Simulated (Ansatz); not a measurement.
# C2H6FNSi: a ladder of functionals and wavefunction methods

One table from this session's results is given with a row withheld; the runs are named, their logs left out.

Program: Ansatz 0.2.0, Gaussian basis. Level of theory: functionals in def2-TZVPP, the program's frozen cores in correlated methods. These are calculated values, not measurements.

The runs, in order: PBE-D4, r2SCAN-D4, PBE0-D4, B3LYP-D4, ωB97X-V, ωB97M-V, B2PLYP; CCSD(T)/def2-TZVPP; MP2/def2-QZVPP; extrapolation to the limit.

## The geometry

All runs share one geometry, relaxed beforehand with PBE0-D4 in a triple-zeta def2 set.

SMILES `CN1[SiH2]C1F`, 11 atoms, charge 0, spin multiplicity 1.

Atoms are counted from 1 here; the program's logs count them from 0.

Bond lengths: C1–N2 1.434 Å, C1–H6 1.094 Å, C1–H7 1.091 Å, C1–H8 1.097 Å, N2–Si3 1.691 Å, N2–C4 1.409 Å, Si3–C4 1.853 Å, Si3–H9 1.486 Å, Si3–H10 1.481 Å, C4–F5 1.390 Å, C4–H11 1.094 Å. Angles: N2–C1–H6 111.1°, N2–C1–H7 109.6°, N2–C1–H8 111.3°, H6–C1–H7 108.1°, H6–C1–H8 108.3°, H7–C1–H8 108.2°, C1–N2–Si3 154.9°, C1–N2–C4 128.7°, Si3–N2–C4 72.8°, N2–Si3–C4 46.6°, N2–Si3–H9 120.0°, N2–Si3–H10 119.1°, C4–Si3–H9 122.0°, C4–Si3–H10 122.6°, H9–Si3–H10 111.6°, N2–C4–Si3 60.7°, N2–C4–F5 115.5°, N2–C4–H11 118.2° and more.

The first run:

File in.yaml:

```yaml
crystal:
  periodic: [false, false, false]
  atoms:
    - {symbol: C, position_ang: [-0.994220, 1.000083, 0.681266]}
    - {symbol: N, position_ang: [0.036113, 0.201161, 0.083788]}
    - {symbol: Si, position_ang: [1.448726, -0.728282, 0.087122]}
    - {symbol: C, position_ang: [-0.065623, -0.716028, -0.980498]}
    - {symbol: F, position_ang: [-0.069897, -0.157967, -2.253752]}
    - {symbol: H, position_ang: [-1.318127, 1.796289, 0.004665]}
    - {symbol: H, position_ang: [-0.616168, 1.463454, 1.593598]}
    - {symbol: H, position_ang: [-1.869104, 0.392357, 0.942332]}
    - {symbol: H, position_ang: [1.660748, -1.752288, 1.142387]}
    - {symbol: H, position_ang: [2.724163, -0.101004, -0.329744]}
    - {symbol: H, position_ang: [-0.871310, -1.454776, -0.950865]}
basis:
  gaussian: {orbitals: def2-TZVPP}
hamiltonian: {xc: pbe, dispersion: d4}
output: {forces: true, orbitals: {seedname: orbitals}}
```

Launch:

```console
ansatz run in.yaml --threads 4 --pin off --events-out ev --progress --plain --max-ram 10444MiB
```

Steps of the session up to this table: PBE-D4 (GGA); r2SCAN-D4 (meta-GGA); PBE0-D4 (hybrid); B3LYP-D4 (hybrid); ωB97X-V (range-separated); ωB97M-V (range-separated); B2PLYP (double hybrid); CCSD(T) in def2-TZVPP; MP2 in def2-QZVPP.

One of the session's tables, all rows but one given; the rest of the session is left out.

It belongs to the step «Atomisation energies». 

```
            method  atomisation energy (kJ/mol)
            PBE-D4                       4063.6
         r2SCAN-D4                       3962.1
           PBE0-D4                       3972.6
          B3LYP-D4                       3963.5
           ωB97X-V                       3982.0
           ωB97M-V                       3973.9
            B2PLYP                       3913.0
     HF/def2-TZVPP                       2764.4
    MP2/def2-TZVPP                       3902.1
   CCSD/def2-TZVPP                       3767.7
CCSD(T)/def2-TZVPP                       3833.0
           MP2/CBS                       4018.0
       CCSD(T)/CBS                            ?
```

Estimate the missing values for CCSD(T)/CBS.

The run gave: atomisation energy (kJ/mol): 3948.8. In the column «atomisation energy (kJ/mol)» it lies between B2PLYP (3913.0) and r2SCAN-D4 (3962.1).
